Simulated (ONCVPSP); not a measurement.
**Pseudopotential generation for hydrogen: ONCV, PBEsol**

Do these settings give a usable potential? It is generated, then checked for transferability, scattering, ghosts and hardness.

The numbers are computed with ONCVPSP 4.0.1.1 (patched build) (PBEsol, scalar-relativistic, spin-unpolarised reference atom).

## 1. The atom and the settings

The settings as typed:

* element: hydrogen (H, Z = 1)
* type: optimised norm-conserving Vanderbilt (ONCV)
* frozen core: none
* valence charge: 1
* reference configuration: 1s1
* partial waves: 1s: rc 0.95 bohr, ncon 5, nbas 9, qcut 5.3 1/bohr, 1 projector; p scattering state at 0.19 Ha: rc 1.00 bohr, ncon 4, nbas 8, qcut 8.9 1/bohr, 2 projectors, debl 3 Ha
* local potential: polynomial inside 0.60 bohr (lpopt 5, dvloc0 4 Ha)
* core correction: not asked for

An earlier all-electron run gives the scale for the radii.

All-electron outer shells of the reference configuration (PBEsol, scalar-relativistic, ld1.x):

| shell | level (eV) | outermost node (bohr) | outermost maximum (bohr) |
| --- | --- | --- | --- |
| 1s | -6.33 | – | 1.05 |

## 2. Generating the potential

Contents of H.dat:

```
# ATOM AND REFERENCE CONFIGURATION
# atsym  z   nc   nv     iexc    psfile
  H 1.00    0    1  -116133      upf
#
#   n    l    f
    1    0    1.00
#
# PSEUDOPOTENTIAL AND OPTIMIZATION
# lmax
    1
#
#   l,   rc,      ep,       ncon, nbas, qcut
    0    0.95    0.00    5    9    5.30
    1    1.00    0.19    4    8    8.90
#
# LOCAL POTENTIAL
# lloc, lpopt,  rc(5),   dvloc0
    4    5    0.60    4.00
#
# VANDERBILT-KLEINMAN-BYLANDER PROJECTORs
# l, nproj, debl
    0    1    1.50
    1    2    3.00
#
# MODEL CORE CHARGE
# icmod, fcfact, rcfact
    0    0.00    0.00
#
# LOG DERIVATIVE ANALYSIS
# epsh1, epsh2, depsh
   -2.00    5.00    0.02
#
# OUTPUT GRID
# rlmax, drl
    6.00    0.01
#
# TEST CONFIGURATIONS
# ncnf
    1
# nvcnf
#   n    l    f
    1
    1    0    0.50
#
```

Command:

```bash
$ oncvpsp.x < H.dat > H.out
```

What does the calculation give? Wanted: cutoffs for 1 and 0.1 mHa per electron, occupied waves; bound ghosts; GHOST(+) flags; largest test error; largest phase difference near zero energy, channels read.

The runs gave:

| quantity | value |
| --- | --- |
| cutoffs for 1 and 0.1 mHa per electron, occupied waves | 20 Ha and 192 Ha |
| bound ghosts | none found |
| GHOST(+) flags | none at low energy |
| largest test error (AE − PS) | +0.7 meV, for 1s0.5 |
| largest phase difference near zero energy, channels read | 0.000 rad |

What this shows: By total energies transferability is very good: the largest error is 0.7 meV on 4.7 eV, for 1s0.5. It counts as of middling hardness, with 20 Ha needed at the looser tolerance. The tighter tolerance needs 192 Ha, and converged work needs a cutoff nearer that. It is free of bound ghosts as far as tested. Near zero energy the phases of the channels with partial waves agree within 0.001 rad. All of this concerns the isolated atom, not yet a solid.
